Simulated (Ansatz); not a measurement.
# CH₂BN₃: small, medium and large basis sets

An exercise on one series of results from a longer session: the logs are not shown, and one member is left open.

The runs use Ansatz 0.2.0, Gaussian basis; one geometry, several basis sets.

Plan: PBE0-D4/def2-SVP; ωB97M-V/def2-SVP; PBE0-D4/def2-QZVPP; ωB97M-V/def2-QZVPP; the functionals' def2-TZVPP values are taken from earlier runs.

**The relaxed structure**

All runs share one geometry, relaxed beforehand with PBE0-D4 in a triple-zeta def2 set.

SMILES `NB1N=C=N1`, 7 atoms, charge 0, spin multiplicity 1.

Atoms are counted from 1 here; the program's logs count them from 0.

Bond lengths: N1–B2 1.374 Å, N1–H6 1.005 Å, N1–H7 1.005 Å, B2–N3 1.449 Å, B2–N5 1.449 Å, N3–C4 1.388 Å, C4–N5 1.388 Å. Angles: B2–N1–H6 122.6°, B2–N1–H7 122.6°, H6–N1–H7 114.8°, N1–B2–N3 143.8°, N1–B2–N5 143.8°, N3–B2–N5 72.3°, B2–N3–C4 88.5°, N3–C4–N5 76.1°, B2–N5–C4 88.5°.

Set-up of the first run:

The input, in.yaml:

```yaml
crystal:
  periodic: [false, false, false]
  atoms:
    - {symbol: N, position_ang: [-0.727676, 0.975582, -0.050151]}
    - {symbol: B, position_ang: [0.133310, -0.073400, 0.163495]}
    - {symbol: N, position_ang: [0.211492, -1.447559, 0.617081]}
    - {symbol: C, position_ang: [1.006910, -1.728168, -0.484777]}
    - {symbol: N, position_ang: [1.500514, -0.518515, -0.016468]}
    - {symbol: H, position_ang: [-1.700067, 0.936513, 0.198898]}
    - {symbol: H, position_ang: [-0.424482, 1.855556, -0.428078]}
basis:
  gaussian: {orbitals: def2-SVP}
hamiltonian: {xc: pbe0, dispersion: d4}
output: {orbitals: {seedname: orbitals}}
```

Run with:

```
$ ansatz run in.yaml --threads 2 --pin off --events-out ev --progress --plain --max-ram 4352MiB
```

Steps of the session up to this table: PBE0-D4 in def2-SVP; ωB97M-V in def2-SVP; PBE0-D4 in def2-QZVPP; ωB97M-V in def2-QZVPP.

One table of the session follows, with a row left open; its other results are not shown here.

| functional | basis | HOMO (eV) |
| --- | --- | --- |
| PBE0-D4 | def2-SVP | -7.29 |
| PBE0-D4 | def2-TZVPP | -7.50 |
| PBE0-D4 | def2-QZVPP | -7.54 |
| ωB97M-V | def2-SVP | -9.59 |
| ωB97M-V | def2-TZVPP | -9.85 |
| ωB97M-V | def2-QZVPP | ? |

**Question.** Estimate the row for ωB97M-V, def2-QZVPP.

**Answer.** HOMO (eV): -9.88. In the column «HOMO (eV)» it is the lowest.
